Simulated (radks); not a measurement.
# Numerical settings for Ni

How sensitive is the result for neutral nickel to mesh, mixing and thresholds? A default run comes first. The defaults are a mesh step of 0.008 in ln r, a mesh end at 40 bohr or more, Anderson mixing 0.5 over 9 steps and a tight residual threshold, with the energy settled to 1e-9 hartree as well; every run has a cap on iterations.

The numbers are computed with radks (a radial shooting solver on a logarithmic mesh, Libxc functionals) version 1 (non-relativistic Kohn-Sham, PBE, spin-polarised, spherical densities, point nucleus; open shells are filled with parallel spins first), except any that are marked as measured or tabulated.

## (1) What is computed

* element: nickel (Z = 28)
* charge: 0
* electrons: 28
* configuration: [Ar] 3d8 4s2

The outer shells:

Ni
```
[Ar] core
3d [↑↓][↑↓][↑↓][↑ ][↑ ]
4s [↑↓]
```

## (2) Default settings

Settings of this run:

```text
Z 28
configuration [Ar] 3d8 4s2
relativity non-relativistic
functional pbe,pbe
spin polarised
nucleus point
max_iterations 93
```

The run is started by

```
python run_ks.py task.json out
```

The same process makes all the runs of this session.

## (3) Mesh step in ln r 0.02

Input: that of step 2 with these lines changed.

```diff
@@ -6,2 +6,3 @@
 nucleus point
+mesh_step 0.02
 max_iterations 93
```

## (4) Mesh step in ln r 0.012

Input: that of step 3 with these lines changed.

```diff
@@ -6,3 +6,3 @@
 nucleus point
-mesh_step 0.02
+mesh_step 0.012
 max_iterations 93
```

## (5) Mesh step in ln r 0.12

Input: that of step 4 with these lines changed.

```diff
@@ -6,3 +6,3 @@
 nucleus point
-mesh_step 0.012
+mesh_step 0.12
 max_iterations 93
```

## (6) Mesh end (bohr) 8

Input: that of step 5 with these lines changed.

```diff
@@ -6,3 +6,3 @@
 nucleus point
-mesh_step 0.12
+mesh_end 8
 max_iterations 93
```

## (7) Mesh end (bohr) 12

Input: that of step 6 with these lines changed.

```diff
@@ -6,3 +6,3 @@
 nucleus point
-mesh_end 8
+mesh_end 12
 max_iterations 93
```

## (8) Residual threshold 0.01

Input: that of step 7 with these lines changed.

```diff
@@ -6,3 +6,3 @@
 nucleus point
-mesh_end 12
+threshold 0.01
 max_iterations 93
```

## (9) Residual threshold 1e-13

Input: that of step 8 with these lines changed.

```diff
@@ -6,3 +6,3 @@
 nucleus point
-threshold 0.01
+threshold 1e-13
 max_iterations 93
```

## (10) Mixing 0.01

Input: that of step 9 with these lines changed.

```diff
@@ -6,3 +6,3 @@
 nucleus point
-threshold 1e-13
+mixing 0.01
 max_iterations 93
```

## (11) Mixing history 1, mixing 0.05

Input: that of step 10 with these lines changed.

```diff
@@ -6,3 +6,4 @@
 nucleus point
-mixing 0.01
+history 1
+mixing 0.05
 max_iterations 93
```

## (12) Mixing history 1, mixing 0.8

Input: that of step 11 with these lines changed.

```diff
@@ -7,3 +7,3 @@
 history 1
-mixing 0.05
+mixing 0.8
 max_iterations 93
```

## (13) Mixing history 20

Input: that of step 12 with these lines changed.

```diff
@@ -6,4 +6,3 @@
 nucleus point
-history 1
-mixing 0.8
+history 20
 max_iterations 93
```

## (14) Iteration cap 2

Input: that of step 13 with these lines changed.

```diff
@@ -6,3 +6,2 @@
 nucleus point
-history 20
-max_iterations 93
+max_iterations 2
```

Q: Predict the outcome of this session. Wanted: for each run, setting; iterations; converged; change of E.

The runs gave:

```
                      setting  mesh points  iterations  converged  change of E (mhartree)    time
             Default settings         2669          14        yes                       0       -
       mesh step in ln r 0.02         1068          14        yes                       0  0.09 s
      mesh step in ln r 0.012         1779          14        yes                       0  0.14 s
       mesh step in ln r 0.12          178           2         no                       -  0.01 s
            mesh end (bohr) 8         2275          14        yes                  +2.314  0.19 s
           mesh end (bohr) 12         2326          14        yes                +0.01701  0.19 s
      residual threshold 0.01         2669          11        yes                       0  0.17 s
     residual threshold 1e-13         2669          93         no                       -  0.77 s
                  mixing 0.01         2669           7         no                       -  0.14 s
mixing history 1, mixing 0.05         2669          93         no                       -  0.99 s
 mixing history 1, mixing 0.8         2669          93         no                       -   2.6 s
            mixing history 20         2669          23        yes                       0   0.3 s
              iteration cap 2         2669           2         no                       -  0.05 s
```

What this shows: A zero stands for a change under the printed digits. Converged yet off by more than 1 mhartree: mesh end (bohr) 8. Convergence of the cycle says nothing about the mesh. Not converged or rejected: mesh step in ln r 0.12; residual threshold 1e-13; mixing 0.01; mixing history 1, mixing 0.05; mixing history 1, mixing 0.8; iteration cap 2. A mesh that ends early acts as a hard wall.
